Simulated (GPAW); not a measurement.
TaAs, 4 atoms in the cell. The structure is tetragonal, space group I4_1md (No. 109). Conventional cell: a = 3.444 Å, b = 3.444 Å, c = 11.736 Å, α = 90.00°, β = 90.00°, γ = 90.00°. Ta (site symmetry 2mm) has 6 As at 2.61 to 2.62 Å as nearest neighbours. As (site symmetry 2mm) has 6 Ta at 2.61 to 2.62 Å as nearest neighbours. The cell is a database's computed one.

* Program: GPAW 26.7.0
* Task: dielectric tensor
* Functional: AM05
* Potentials or basis: PAW data sets generated in the run's folder for this functional
* Cutoff: 400 eV
* Basis: pw
* k mesh: 7 × 7 × 7
* Occupations: fermi-dirac, width 0.001 eV
* Spin: no spin polarisation
* Response ecut: 80 eV
* Maxiter: 150
* Response k mesh: 7 × 7 × 7
* Response bands: 58
* Kernels: ["RPA"]
* Coarser k mesh: 7 × 7 × 7

Potentials or basis: PAW data sets generated in the run's folder for this functional, pw.

The run is started by

```sh
$ gpaw-setup -f AM05 As Ta
$ OMP_NUM_THREADS=1 python run.py
```

Hardware: 1 thread of Arm Neoverse V1, with other jobs on the host.

Task: Estimate the wall time of this run.

Result: Run time: 7.7 min on 1 thread of Arm Neoverse V1, with other jobs on the host, peak memory 0.51 GiB. Counts: scf iterations 24, plane waves 1274, bands 34, k points 64.
